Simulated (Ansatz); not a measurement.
**Iridium, simple cubic under PBEsol: ground state and equation of state**

What does PBEsol give for iridium in the simple cubic structure? We relax it, solve it on a dense k-mesh, then scale the cell to 7 volumes from 88 to 112 % of the relaxed one and try a fit of the equation of state. Spin polarisation is left out. The k-meshes are 13×13×13 for the relaxation; 20×20×20 for the dense run; 14×14×14 for the volumes.

This is Ir in the simple cubic structure; at room conditions it is fcc.

Computed with Ansatz 0.2.0 (DFT PBEsol, plane waves (420 eV) with PAW, scalar-relativistic; PBE-made PAW files, unless a step says otherwise).

### 1 The structure to begin with

It takes space group Pm-3m (No. 221, cubic). Conventional cell: a = 2.482 Å, b = 2.482 Å, c = 2.482 Å, α = 90.00°, β = 90.00°, γ = 90.00°. Around Ir (site symmetry m-3m) lie 6 Ir at 2.48 Å.

Coordinates:

```
CELL_PARAMETERS angstrom
2.48152 0.00000 0.00000
0.00000 2.48152 0.00000
0.00000 0.00000 2.48152
ATOMIC_POSITIONS crystal
Ir 0.00000 0.00000 0.00000
```

### 2 Geometry optimisation

The input, input.yaml:

```yaml
crystal:
  lattice:
    - [2.4815209647, 0.0, 0.0]
    - [0.0, 2.4815209647, 0.0]
    - [0.0, 0.0, 2.4815209647]
  atoms:
    - { symbol: Ir, position: [0.0, 0.0, 0.0] }
hamiltonian:
  xc: pbesol
  pseudopotentials:
    kind: paw
    azcp:
      Ir: "pseudopotentials/Ir.paw.azcp"
basis:
  ecutwfc: 420
  fft_grid_basis: typed
kpoints:
  mp_grid: { grid: [13, 13, 13], shift: [0, 0, 0] }
magnetization:
  spin_polarized: false
scf:
  occupations: { method: fermi_dirac, width: 0.1 }
relax:
  max_steps: 60
  f_tol: 0.01
  cell: {}
```

After this run come: Dense single point; Volume × 0.88; Volume × 0.92; Volume × 0.96; Volume × 1.0; Volume × 1.04; Volume × 1.08; Volume × 1.12.

**Question.** What will these runs give? Wanted: space group; conventional cell; volume; shortest distance; gap on the mesh; relative to fcc; V₀, B₀, B₀′.

As calculated:

| quantity | value |
| --- | --- |
| space group (spins left aside) | Pm-3m (No. 221) |
| conventional cell | a = 2.543 Å |
| volume | 16.437 Å³/atom |
| shortest distance | 2.543 Å |
| gap on the mesh | none (levels filled in part) |
| relative to fcc | +1106 meV/atom |
| V₀, B₀, B₀′ | 16.386 Å³/atom, 276 GPa, 5.0 |

**Reading.** The relaxation enlarged the cell by 7.6 % in volume. It lies 1106 meV/atom above the element's reference form at the same level (fcc, from a run of its own), so it is far from stable. No gap shows: it is a metal or semimetal at this level. The fitted modulus is 276 GPa. Relaxation kept the symmetry; phonons were not checked.
